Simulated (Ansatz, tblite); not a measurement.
# C₁₅H₁₂N₂Se₃: rung by rung

Aim: run the singlet of C₁₅H₁₂N₂Se₃ at one geometry on many levels, and compare frontier levels, spin and run time.

Program: Ansatz 0.2.0, Gaussian basis. Level of theory: as each input shows. These are calculated values, not measurements.

The runs, in order: GFN1-xTB, GFN2-xTB, PBE-D4/def2-TZVP, r2SCAN-D4/def2-TZVP, PBE-QIDH/def2-TZVP, BHLYP-D4/def2-TZVP, B2PLYP/def2-TZVP, PBE-D4/def2-SVP, PBE0-D4/def2-SVP, HF/6-31G, B3LYP-D4/6-31G, MP2/def2-SVP, RPA/def2-SVP.

### Step 1. The structure

The singlet was relaxed beforehand with r2SCAN-D4/def2-SVP.

SMILES `CN(C)c1ccc(-c2ccc(-c3ccc(C#N)[se]3)[se]2)[se]1`, 32 atoms, charge 0, spin multiplicity 1.

Bond lengths: C1–N2 1.446 Å, C1–H21 1.106 Å, C1–H22 1.097 Å, C1–H23 1.107 Å, N2–C3 1.448 Å, N2–C4 1.359 Å, C3–H24 1.097 Å, C3–H25 1.106 Å, C3–H26 1.105 Å, C4–C5 1.393 Å, C4–Se20 1.891 Å, C5–C6 1.413 Å, C5–H27 1.091 Å, C6–C7 1.386 Å, C6–H28 1.095 Å, C7–C8 1.427 Å, C7–Se20 1.902 Å, C8–C9 1.392 Å and more. Angles: N2–C1–H21 111.1°, N2–C1–H22 109.6°, N2–C1–H23 111.7°, H21–C1–H22 108.0°, H21–C1–H23 107.9°, H22–C1–H23 108.3°, C1–N2–C3 121.6°, C1–N2–C4 120.1°, C3–N2–C4 118.2°, N2–C3–H24 109.4°, N2–C3–H25 111.6°, N2–C3–H26 111.1°, H24–C3–H25 108.5°, H24–C3–H26 108.4°, H25–C3–H26 107.9°, N2–C4–C5 128.0°, N2–C4–Se20 121.0°, C5–C4–Se20 111.0° and more.

PBE0-D4/def2-TZVP was run before; its log isn't repeated, and its numbers join the tables.

### Step 2. GFN1-xTB

Tight binding, by tblite at 300 K electronic temperature and without a spin-polarisation term:

```python
tblite.interface.Calculator('GFN1-xTB', numbers, positions, charge=0, uhf=0).singlepoint()
```

Energy -1483.9086 eV, HOMO -9.84 eV, LUMO -8.33 eV; 0.075 s.

### Step 3. GFN2-xTB

Tight binding, by tblite at 300 K electronic temperature and without a spin-polarisation term:

```python
tblite.interface.Calculator('GFN2-xTB', numbers, positions, charge=0, uhf=0).singlepoint()
```

Energy -1456.4083 eV, HOMO -9.45 eV, LUMO -8.04 eV; 0.09 s.

### Step 4. PBE-D4/def2-TZVP

start.molden holds the orbitals of an earlier run on this state, given as this run's starting guess.

Input file in.yaml:

```yaml
crystal:
  periodic: [false, false, false]
  atoms:
    - {symbol: C, position_ang: [-5.516014, 1.014966, -0.989668]}
    - {symbol: N, position_ang: [-5.010575, 0.448860, 0.240702]}
    - {symbol: C, position_ang: [-5.899489, 0.035357, 1.306402]}
    - {symbol: C, position_ang: [-3.677681, 0.229315, 0.393499]}
    - {symbol: C, position_ang: [-3.020883, -0.336962, 1.484195]}
    - {symbol: C, position_ang: [-1.617917, -0.425157, 1.345795]}
    - {symbol: C, position_ang: [-1.066963, 0.047777, 0.165735]}
    - {symbol: C, position_ang: [0.296660, 0.090046, -0.253828]}
    - {symbol: C, position_ang: [0.828928, 0.570155, -1.447064]}
    - {symbol: C, position_ang: [2.228975, 0.479096, -1.580420]}
    - {symbol: C, position_ang: [2.912770, -0.077213, -0.508705]}
    - {symbol: C, position_ang: [4.317354, -0.298734, -0.352295]}
    - {symbol: C, position_ang: [4.992310, -0.859572, 0.729188]}
    - {symbol: C, position_ang: [6.392905, -0.952713, 0.603207]}
    - {symbol: C, position_ang: [6.912835, -0.471027, -0.588803]}
    - {symbol: C, position_ang: [8.259269, -0.433258, -0.993144]}
    - {symbol: N, position_ang: [9.373571, -0.392976, -1.347717]}
    - {symbol: Se, position_ang: [5.541050, 0.180215, -1.706420]}
    - {symbol: Se, position_ang: [1.686111, -0.557237, 0.852394]}
    - {symbol: Se, position_ang: [-2.449543, 0.705196, -0.963030]}
    - {symbol: H, position_ang: [-5.060312, 2.002746, -1.190937]}
    - {symbol: H, position_ang: [-6.602065, 1.150784, -0.914161]}
    - {symbol: H, position_ang: [-5.307512, 0.360832, -1.858162]}
    - {symbol: H, position_ang: [-6.931487, 0.295320, 1.040533]}
    - {symbol: H, position_ang: [-5.846248, -1.055370, 1.479478]}
    - {symbol: H, position_ang: [-5.646176, 0.541786, 2.254942]}
    - {symbol: H, position_ang: [-3.547088, -0.685079, 2.374088]}
    - {symbol: H, position_ang: [-0.987508, -0.849224, 2.133983]}
    - {symbol: H, position_ang: [0.193784, 0.992307, -2.231360]}
    - {symbol: H, position_ang: [2.751404, 0.826609, -2.477244]}
    - {symbol: H, position_ang: [4.460978, -1.204893, 1.620546]}
    - {symbol: H, position_ang: [7.038535, -1.371941, 1.378282]}
basis:
  gaussian: {orbitals: def2-TZVP, fitting: {mean_field: def2-universal-jkfit}, initial_orbitals: start.molden}
hamiltonian: {xc: pbe, dispersion: d4}
scf: {omitted_lower_state_checks: [starts]}
output: {orbitals: {seedname: orbitals}}
```

Run with:

```sh
$ ansatz run in.yaml --threads 2 --pin off --events-out ev --progress --plain --max-ram 32768MiB --backend cuda --devices 0, --max-vram 18GiB
```

Further steps of the session: r2SCAN-D4/def2-TZVP; PBE-QIDH/def2-TZVP; BHLYP-D4/def2-TZVP; B2PLYP/def2-TZVP; PBE-D4/def2-SVP; PBE0-D4/def2-SVP; HF/6-31G; B3LYP-D4/6-31G; MP2/def2-SVP; RPA/def2-SVP.

**Question.** What will the summary of the whole plan be? Wanted: gap in def2-TZVP, named functionals, smallest and largest; correlation energy, MP2/def2-SVP; binding an atom, functionals in def2-TZVP; PBE0 total energy, smallest basis above largest.

The runs gave:

```
                                                 quantity                                 value
gap in def2-TZVP, named functionals, smallest and largest  1.57 eV (PBE-D4), 4.21 eV (BHLYP-D4)
                         correlation energy, MP2/def2-SVP                             -82.12 eV
                binding an atom, functionals in def2-TZVP   4.60 (BHLYP-D4) to 5.04 eV (PBE-D4)
          PBE0 total energy, smallest basis above largest        43.79 eV (def2-SVP, def2-TZVP)
```

In words: Orbital gaps of the named functionals in def2-TZVP span 1.57 eV (PBE-D4) to 4.21 eV (BHLYP-D4); exact exchange widens it.
